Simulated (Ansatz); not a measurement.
# GeW (Fm-3m) in Ansatz: a series of runs, part 3 of 3

Ansatz 0.2.0. The steps go on from the part before.

### Step 6. Band structure, PBE

The input, input.yaml:

```yaml
crystal:
  lattice:
    - [0.0, 2.57761, 2.57761]
    - [2.57761, 0.0, 2.57761]
    - [2.57761, 2.57761, 0.0]
  atoms:
    - { symbol: Ge, position: [0.5, 0.5, 0.5] }
    - { symbol: W, position: [0.0, 0.0, 0.0] }
hamiltonian:
  xc: pbe
  pseudopotentials: { kind: paw, source: ansatz }
kpoints:
  mp_grid: { grid: [9, 9, 9] }
  band_path:
    path:
      - [[0.0, 0.0, 0.0], [0.5, 0.0, 0.5], [0.5, 0.25, 0.75], [0.375, 0.375, 0.75], [0.0, 0.0, 0.0], [0.5, 0.5, 0.5], [0.625, 0.25, 0.625], [0.5, 0.25, 0.75], [0.5, 0.5, 0.5], [0.375, 0.375, 0.75]]
      - [[0.625, 0.25, 0.625], [0.5, 0.0, 0.5]]
    npoints: 14
scf:
  occupations: { method: fermi_dirac, width: 0.05 }
  n_extra_bands: 6
output:
  forces: true
  stress: true
  eigenvalues: true
  fatbands: false
```

Potentials or basis: Ansatz PAW earlier set.

The run is started by

```console
> ansatz run input.yaml --threads 2 --pin off --max-ram 5632MiB --backend cpu --events-out ev --progress --plain --runs-dir out
```

Log:

```text
Warning: RAYON_NUM_THREADS=2 ignored (pool sized by the plan → 2); use --threads N
scf.n_extra_bands = 6 over 21 filled bands (N_el = 42.0): the run solves 27 bands
Engine: ansatz 0.2.0, aarch64-unknown-linux-gnu
Pseudopotentials: kind: paw
Pseudopotential: Ge, paw, valence charge 14, recommended cutoff 820 eV (normal), Ge.paw.azcp
Pseudopotential: W, paw, valence charge 28, recommended cutoff 760 eV (normal), W.paw.azcp
Functional definition: PBE
  parameter kappa = 0.804
  parameter beta = 0.06672455060314922
  exchange = pbe_x(kappa = kappa, mu = beta*pi^2/3)
  correlation = pbe_c(beta = beta)
Crystal: 2 atoms, lattice volume = 34.252 Å³
Basis set: ecut = 820 eV, 1837 PW (Γ), exchange–correlation on 72×72×72 points (8 copies of the dense FFT grid, shifted against one another)
Bands: 27, of which v1, the nominal top of the filled ones, is band 21 counted from 1 (20 counted from 0)
Symmetry: 48 space group operations
Space group: Fm-3m (ITA 225), of the structure as read, at distance tolerance 3.2e-5 Å
k-points: 35 of 729
Non-local potential: Ge, projectors of the file, l = 0: 2, l = 1: 2, l = 2: 2, l = 3: 2
Non-local potential: W, projectors of the file, l = 0: 3, l = 1: 3, l = 2: 2, l = 3: 3
PAW form: soft (Blöchl's): semilocal exchange-correlation on the pseudo side does not see the compensation charge
PAW one-centre angular grid: Ge, 590 points (default); XC on 64 Gauss nodes
PAW one-centre angular grid: W, 590 points (default); XC on 64 Gauss nodes
Initial density: superposition of atomic densities (chi_scale 0.1, normalization cell, long waves kept (reshape's long-wave potential 0.00 eV rms))
Initial wavefunctions: pseudopotential atomic-orbital guess
Functional: x = pbe(κ = 0.804, μ = 0.2195149727645171), c = pbe(β = 0.06672455060314922)
SCF iter   1: F=—  HF=-22179.379549 eV  |F-HF|=—  |Δ(HF+E_count)|=         —  Δρ=6.74e-2  dr2=2.66e0  ethr=3.10e-3  ⟨swp⟩=6.5  Hψ=4762  notcnv=0
preconditioner: auto → Kerker (q_TF=auto, 2.823 Å⁻¹)  [metal: Δε(μ)=0.031 eV  Ē_g=27.195 eV  σ=0.050 eV  W_gap=0.15  n_scr=14 (ndim 8)  ℏωp=40.1 eV  f_vac=0.000  D(μ)=2.23/eV (n_scr^D=14)]
SCF iter   2: F=—  HF=-22178.769445 eV  |F-HF|=—  |Δ(HF+E_count)|=   6.10e-1  Δρ=2.87e-2  dr2=4.41e-1  ethr=3.10e-3  ⟨swp⟩=4.0  Hψ=2255  notcnv=0  defer=14
SCF iter   3: F=—  HF=-22178.651104 eV  |F-HF|=—  |Δ(HF+E_count)|=   1.18e-1  Δρ=1.02e-2  dr2=2.40e-2  ethr=1.05e-3  ⟨swp⟩=3.9  Hψ=1865  notcnv=0  defer=14
SCF iter   4: F=—  HF=-22178.647052 eV  |F-HF|=—  |Δ(HF+E_count)|=   4.05e-3  Δρ=4.00e-3  dr2=2.28e-3  ethr=5.70e-5  ⟨swp⟩=3.1  Hψ=2236  notcnv=0  defer=16
SCF iter   5: F=—  HF=-22178.647666 eV  |F-HF|=—  |Δ(HF+E_count)|=   6.13e-4  Δρ=8.39e-4  dr2=3.45e-4  ethr=5.44e-6  ⟨swp⟩=2.3  Hψ=1580  notcnv=0  defer=16
SCF iter   6: F=—  HF=-22178.647612 eV  |F-HF|=—  |Δ(HF+E_count)|=   5.39e-5  Δρ=2.55e-4  dr2=3.43e-5  ethr=8.22e-7  ⟨swp⟩=2.3  Hψ=1572  notcnv=0  defer=16
SCF iter   7: F=—  HF=-22178.647600 eV  |F-HF|=—  |Δ(HF+E_count)|=   1.16e-5  Δρ=8.56e-5  dr2=3.35e-6  ethr=8.18e-8  ⟨swp⟩=2.6  Hψ=1699  notcnv=0  defer=16
SCF iter   8: F=—  HF=-22178.647599 eV  |F-HF|=—  |Δ(HF+E_count)|=   1.24e-6  Δρ=2.64e-5  dr2=2.40e-7  ethr=7.98e-9  ⟨swp⟩=2.4  Hψ=1554  notcnv=0  defer=16
SCF iter   9: F=-22178.647599 eV  HF=-22178.647599 eV  |F-HF|=1.85e-9  |Δ(HF+E_count)|=   8.69e-8  Δρ=6.87e-6  dr2=1.24e-8  ethr=2.38e-10  ⟨swp⟩=10.8  Hψ=5494  notcnv=0
SCF 1 converged in 9 iterations: F = -22178.647599 eV  dr2 = 1.24e-8
NSCF: frozen V_eff on 142 k-points
SCF converged after 9 iterations
Free energy (F): -22178.647599 eV
Harris-Foulkes:  -22178.647599 eV  (|F-HF|=1.85e-9)
Internal energy: -22178.623635 eV  (E = F + TS)
E sigma→0 (E₀):  -22178.635617 eV
Entropy (-TS):   -0.023963 eV (-11.982 meV/atom)
Fermi energy:    19.874737 eV
--- Per-component energies (eV) ---
  E_band       = -235.671334
  E_kinetic    = 1219.862689
  E_local      = -10710.293302  (includes V_loc(G=0)·N_el)
  E_nonlocal   = 457.370180
  E_hartree    = 3800.895672
  E_xc         = -461.762293
  E_vxc        = -440.279532  (∫ρ·V_xc dr)
  E_paw        = -9016.312351  (= ΣΔE_a)
  E_vpaw       = 1635.883182  (= ΣTr[D̂ρ^β])
  E_aug_tail   = -0.000130  (compensation charges beyond the density's cutoff)
  E_ewald      = -7468.384100
  E_smearing   = -0.023963  (= −TS)
  E_closure    = -0.000000  (closes the sum)
  Σ components = -22178.647599   (vs F -22178.647599, Δ=0.00e0)
--- Forces (eV/Å), atoms counted from 1 ---
  atom   1  Ge     0.00000000    -0.00000000    -0.00000000
  atom   2  W     -0.00000000    -0.00000000     0.00000000
  max |Σ_I F_I| component: 2.58e-28 eV/Å
--- Stress (GPa, compression-positive) ---
        0.313890       0.000000       0.000000
        0.000000       0.313890       0.000000
        0.000000      -0.000000       0.313890
  P = ⅓ Tr σ = 0.3139 GPa (3.139 kbar)
--- Band table (eV; the first three rows and the last of 35) ---
  k-point 0: bands = ["-54.5617", "-18.7581", "-18.7581", "-18.7581", "-8.8458", "-8.8379", "-8.8379", "-8.8379", "-8.8370", "-8.8370", "-8.8370", "-4.5931", "-4.5931", "-4.5338", "-4.5338", "-4.5338", "7.5458", "18.2637", "18.2637", "18.2637", "19.0006", "19.0006", "22.3048", "22.3048", "22.3048", "27.4259", "28.0851"]
  k-point 1: bands = ["-54.5613", "-18.7702", "-18.7603", "-18.7603", "-8.8456", "-8.8380", "-8.8379", "-8.8379", "-8.8374", "-8.8374", "-8.8369", "-4.5886", "-4.5886", "-4.5327", "-4.5319", "-4.5319", "7.7875", "17.8106", "18.1479", "18.1479", "18.7041", "18.7041", "21.7300", "23.1672", "23.1672", "28.3778", "28.5320"]
  k-point 2: bands = ["-54.5603", "-18.8008", "-18.7658", "-18.7658", "-8.8451", "-8.8385", "-8.8385", "-8.8383", "-8.8375", "-8.8375", "-8.8369", "-4.5771", "-4.5771", "-4.5297", "-4.5269", "-4.5269", "8.4902", "16.5415", "17.3122", "17.3122", "19.0752", "19.0752", "21.0628", "24.8920", "24.8920", "27.9559", "30.3737"]
  k-point 34: bands = ["-54.5575", "-18.8290", "-18.8163", "-18.7973", "-8.8435", "-8.8402", "-8.8398", "-8.8391", "-8.8373", "-8.8364", "-8.8363", "-4.5852", "-4.5616", "-4.5272", "-4.5207", "-4.5084", "10.7692", "15.2149", "15.8772", "16.3465", "20.4154", "20.4374", "21.3820", "21.4226", "23.3009", "29.4222", "30.6908"]
```

It took 8.3 s on 2 threads of Arm Neoverse V1, shared host; peak memory 0.41 GiB.

What came out:

```
Free energy            : -22178.6476 eV
Pressure               : 0.3 GPa
Band gap on the k mesh : none (metal or under the smearing width)
```

Levels at the corners of the path, in eV from the Fermi level:
| point | band 18 | band 19 | band 20 | band 21 | band 22 | band 23 | band 24 | band 25 |
| --- | --- | --- | --- | --- | --- | --- | --- | --- |
| Γ | -1.61 | -1.61 | -1.61 | -0.87 | -0.87 | 2.43 | 2.43 | 2.43 |
| X | -4.22 | -3.37 | -0.42 | -0.42 | 0.10 | 1.18 | 1.18 | 1.52 |
| W | -4.08 | -4.08 | -4.00 | 0.88 | 1.02 | 1.02 | 1.18 | 3.16 |
| K | -4.70 | -4.19 | -2.60 | -0.87 | 0.74 | 1.80 | 2.30 | 3.50 |
| Γ | -1.61 | -1.61 | -1.61 | -0.87 | -0.87 | 2.43 | 2.43 | 2.43 |
| L | -7.01 | -3.74 | -3.74 | 0.51 | 0.51 | 1.24 | 4.60 | 7.56 |
| U | -4.70 | -4.19 | -2.60 | -0.87 | 0.74 | 1.80 | 2.30 | 3.50 |
| W | -4.08 | -4.08 | -4.00 | 0.88 | 1.02 | 1.02 | 1.18 | 3.16 |
| L | -7.01 | -3.74 | -3.74 | 0.51 | 0.51 | 1.24 | 4.60 | 7.56 |
| K | -4.70 | -4.19 | -2.60 | -0.87 | 0.74 | 1.80 | 2.30 | 3.50 |
| U | -4.70 | -4.19 | -2.60 | -0.87 | 0.74 | 1.80 | 2.30 | 3.50 |
| X | -4.22 | -3.37 | -0.42 | -0.42 | 0.10 | 1.18 | 1.18 | 1.52 |

Caveat: spin-orbit coupling is left out, which moves the levels of the heavy elements.

### Step 7. Summary

```tsv
potentials or basis	cutoff (eV)	gap on the mesh (eV)	pressure (GPa)
JTH PAW	1290	none	0.7
SPMS NC	680	none	0.4
PseudoDojo standard (PBE files)	1061	none	0.5
PseudoDojo stringent (PBE files)	1687	none	0.3
Ansatz PAW earlier set	820	none	0.3
```

Alike in all rows: task band structure; level PBE; no spin polarisation; cell as given; k mesh 9 × 9 × 9; smearing fermi-dirac 0.05 eV.

Caveats: spin-orbit coupling is left out, which moves the levels of the heavy elements.

Total energies depend on the potentials used, so only differences within one code and one set of settings carry meaning.
